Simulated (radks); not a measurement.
**Ti⁺ in [Ar] 3d2 4s0.75 4f0.25: an all-electron calculation**

The task here is to estimate one member of a computed series from the others.

The numbers are computed with radks (a radial shooting solver on a logarithmic mesh, Libxc functionals) version 1 (scalar-relativistic Kohn-Sham, LDA (Slater exchange, Perdew-Wang correlation), spin-unpolarised, spherical densities, point nucleus), except any that are marked as measured or tabulated.

### The atom as given

- element: titanium (Z = 22)
- charge: +1
- electrons: 21
- configuration: [Ar] 3d2 4s0.75 4f0.25

The first run:

The run's settings:

```text
Z 22
configuration [Ar] 3d2 4s0.75 4f0.25 4p0 5s0
relativity scalar-relativistic
functional lda,pw
spin unpolarised
nucleus point
c 137.035999084
```

One of the session's tables, all rows but one given; the rest of the session is left out.

It belongs to the step «Shells». Radial moments (bohr):

```
level      <r>  outermost maximum (interpolated)  90 % within  nodes
   1s  0.06973                            0.0456        0.125      0
   2s   0.3259                             0.269        0.507      1
   2p   0.2903                             0.219        0.478      0
   3s    1.009                             0.870         1.51      2
   3p    1.087                             0.901         1.68      1
   3d        ?                                 ?            ?      ?
   4s    3.103                              2.69         4.57      3
   4p    3.797                              3.25         5.66      2
   5s    7.737                              7.13         11.1      4
   4f    11.49                              10.6         16.5      0
```

**Question.** Estimate the row for 3d.

As computed: <r>: 1.496; outermost maximum (interpolated): 0.973; 90 % within: 2.60; nodes: 0. In the column «<r>» it lies between 3p (1.087) and 4s (3.103).
